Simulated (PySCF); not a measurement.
# One shape, several levels: Si2H2OF2 (SMILES F[Si]1(F)O[SiH2]1)

Wanted: a comparison of 5 runs (HF/STO-3G, HF/6-31G**, HF/def2-SVP, PBE0/def2-SVP, PBE/def2-TZVP) of Si2H2OF2. Input form: a Python script.

The calculation is run with PySCF 2.14.0.

### 1 The structure to begin with

The species is Si2H2OF2 (7 atoms), meant as a singlet with charge 0. SMILES: `F[Si]1(F)O[SiH2]1`. Geometry: relaxed at PBE0-D4/def2-TZVP.

Bond lengths: F1–Si2 1.578 Å, Si2–F3 1.578 Å, Si2–O4 1.648 Å, Si2–Si5 2.174 Å, O4–Si5 1.718 Å, Si5–H6 1.482 Å, Si5–H7 1.482 Å. Some angles: F1–Si2–F3 105.1°, F1–Si2–O4 114.7°, F1–Si2–Si5 127.3°, F3–Si2–O4 114.7°, F3–Si2–Si5 127.3°, O4–Si2–Si5 51.2°, Si2–O4–Si5 80.4°, Si2–Si5–O4 48.4°, Si2–Si5–H6 124.7°, Si2–Si5–H7 124.7°.

### 2 Energy and gradient at HF/STO-3G (run 1)

start.xyz

```xyz
7
F2H2OSi2
F      0.424200    -1.612100     1.693800
Si     0.037900    -1.026000     0.280100
F     -0.194200    -2.288000    -0.639100
O      1.103500     0.077900    -0.322100
Si    -0.304800     1.058600    -0.232800
H     -0.202300     2.188800     0.720000
H     -0.802800     1.532800    -1.545500
```

input.py

```python
# F[Si]1(F)O[SiH2]1
from pyscf import gto

molecule = gto.M(
    atom='start.xyz',
    verbose=4,
    max_memory=1860,
    basis='sto-3g',
)

mf = molecule.RHF()
mf.conv_tol = 1e-10
mf.kernel()
if not mf.converged:
    mf = mf.newton().run(mf.mo_coeff, mf.mo_occ)

etot = mf.e_tot
print(f'total energy: {etot:.8f} hartree')
grad = mf.nuc_grad_method().kernel()
mf.analyze()
```

Launch:

```sh
OMP_NUM_THREADS=1 python input.py
```

The log of the run:

```text
PySCF version 2.14.0

[... 77 lines left out ...]
Total Energy =                        -842.282235899738453
[... 9 lines left out ...]
MO #3   energy= -25.8460089731576  occ= 2
[... 7 lines left out ...]
MO #11  energy= -3.99149128334902  occ= 2
[... 7 lines left out ...]
MO #19  energy= -0.521592138063407 occ= 2
[... 7 lines left out ...]
MO #27  energy= -0.321860801739144 occ= 2
[... 7 lines left out ...]
MO #35  energy= 0.731652115208545  occ= 0
[... 45 lines left out ...]
Dipole moment(X, Y, Z, Debye): -2.34530,  1.01110,  0.32873
```

Run time: 1.5 s. Hardware: 1 thread of Arm Neoverse V2, shared host; peak memory 0.12 GiB.

### 3 Energy and gradient at HF/6-31G(d,p) (spherical functions) (run 2)

start.xyz, as its differences from that of step 2:

```diff
@@ -1,3 +1,3 @@
 7
-F2H2OSi2
+
 F      0.424200    -1.612100     1.693800
```

input.py

```python
from pyscf import gto

mol = gto.M(
    atom='start.xyz',
    basis='6-31g**',
    verbose=4,
    spin=0,
    max_memory=1860,
)

mf = mol.RHF()
mf.conv_tol = 1e-10
mf.kernel()
if not mf.converged:
    mf = mf.newton().run(mf.mo_coeff, mf.mo_occ)

etot = mf.e_tot
print('Final energy', etot)
grad = mf.nuc_grad_method().kernel()
dip = mf.dip_moment()
pop, q = mf.mulliken_pop()
```

Launch:

```sh
OMP_NUM_THREADS=1 python input.py
```

The log of the run:

```text
PySCF version 2.14.0

[... 63 lines left out ...]
converged SCF energy = -852.879225866604
Final energy -852.8792258666037
[... 13 lines left out ...]
Dipole moment(X, Y, Z, Debye): -2.18648,  2.04812, -0.01346
[... 96 lines left out ...]
charge of    6H =     -0.15103
```

Run time: 9.3 s. Hardware: 1 thread of Arm Neoverse V2, shared host; peak memory 0.18 GiB.

Run 3 isn't shown in full; the table further down has it.

### 4 Energy and forces at PBE0/def2-SVP (run 4)

job.py

```python
from pyscf import gto, dft

mol = gto.M(
    atom='''
F    0.424200  -1.612100   1.693800
Si   0.037900  -1.026000   0.280100
F   -0.194200  -2.288000  -0.639100
O    1.103500   0.077900  -0.322100
Si  -0.304800   1.058600  -0.232800
H   -0.202300   2.188800   0.720000
H   -0.802800   1.532800  -1.545500
''',
    spin=0,
    basis='def2-svp',
    charge=0,
    verbose=3,
    max_memory=1860,
)

mf = dft.RKS(mol)
mf.xc = 'pbe0'
mf.grids.level = 5
mf.conv_tol = 1e-10
mf.kernel()
if not mf.converged:
    mf = mf.newton().run(mf.mo_coeff, mf.mo_occ)

energy = mf.e_tot
print(f'total energy: {energy:.8f} hartree')
grad = mf.nuc_grad_method().kernel()
dip = mf.dip_moment()
pop, q = mf.mulliken_pop()
```

Launch:

```sh
OMP_NUM_THREADS=1 python job.py
```

The log of the run:

```text
converged SCF energy = -854.31778969793
total energy: -854.31778970 hartree
[... 10 lines left out ...]
Dipole moment(X, Y, Z, Debye): -1.52600,  1.77293, -0.10886
[... 96 lines left out ...]
charge of    6H =     -0.04878
```

It took 31 s on 1 thread of Arm Neoverse V2, shared host; peak memory 0.86 GiB.

### 5 Energy and forces at PBE/def2-TZVP (run 5)

calc.py

```python
from pyscf import gto, dft

mol = gto.Mole()
mol.atom = '''
F      0.801622    -3.046427     3.200818
Si     0.071621    -1.938859     0.529312
F     -0.366985    -4.323693    -1.207724
O      2.085313     0.147210    -0.608681
Si    -0.575989     2.000464    -0.439928
H     -0.382292     4.136233     1.360603
H     -1.517072     2.896572    -2.920572
'''
mol.charge = 0
mol.verbose = 4
mol.basis = 'def2-tzvp'
mol.unit = 'bohr'
mol.max_memory = 1860
mol.spin = 0
mol.build()

ks = dft.RKS(mol)
ks.xc = 'pbe'
ks.grids.level = 5
ks.conv_tol = 1e-10
ks.kernel()
if not ks.converged:
    ks = ks.newton().run(ks.mo_coeff, ks.mo_occ)

energy = ks.e_tot
print(f'total energy: {energy:.8f} hartree')
grad = ks.nuc_grad_method().kernel()
ks.analyze()
```

Launch:

```sh
OMP_NUM_THREADS=1 python calc.py
```

The log of the run:

```text
PySCF version 2.14.0

[... 125 lines left out ...]
MO #19  energy= -0.45536274464189  occ= 2
[... 31 lines left out ...]
MO #51  energy= 0.430657928323265  occ= 0
[... 31 lines left out ...]
MO #83  energy= 1.10808531516352   occ= 0
[... 31 lines left out ...]
MO #115 energy= 2.4665257621667    occ= 0
[... 31 lines left out ...]
MO #147 energy= 6.42266177358917   occ= 0
[... 31 lines left out ...]
MO #179 energy= 56.4667839751735   occ= 0
[... 189 lines left out ...]
Dipole moment(X, Y, Z, Debye): -1.24047,  1.69278, -0.16134
```

Wall time 1.8 min (1 thread of Arm Neoverse V2, shared host); peak memory 2.5 GiB.

### 6 Overview of the runs

| run | level | integration grid | energy (Eh) | dipole moment (D) | HOMO energy (eV) | LUMO energy (eV) | wall time |
| --- | --- | --- | --- | --- | --- | --- | --- |
| 1 | HF/STO-3G | – | -842.282236 | 2.58 | -6.13 | 6.97 | 1.5 s |
| 2 | HF/6-31G** (spherical functions) | – | -852.879226 | 3.00 | -10.43 | 2.03 | 9.3 s |
| 3 | HF/def2-SVP | – | -852.496675 | 3.00 | -10.57 | 2.12 | 4.8 s |
| 4 | PBE0/def2-SVP | 5 | -854.317790 | 2.34 | -7.65 | -1.29 | 31 s |
| 5 | PBE/def2-TZVP | 5 | -854.839146 | 2.10 | -6.46 | -2.31 | 1.8 min |

### 7 Summary of results

| quantity | value |
| --- | --- |
| run 5: total energy | -854.83915 Eh |
| run 5: dipole moment | 2.10 D |
| run 5: HOMO energy | -6.46 eV |
| run 5: LUMO energy | -2.31 eV |
| run 5: HOMO–LUMO gap | 4.16 eV |
| run 5: largest force on an atom | 0.851 eV/Å |

**Reading.** The dipole moment (its size) runs from 2.10 D (PBE/def2-TZVP) to 3.00 D (HF/def2-SVP). The two ends differ in method and basis. The HOMO–LUMO gap runs from 4.16 eV (PBE/def2-TZVP) to 13.10 eV (HF/STO-3G). Totals of different functionals can't be ranked against each other. In run 1 the basis is minimal, so the values are rough. All runs together took 2.6 min, the longest 1.8 min.
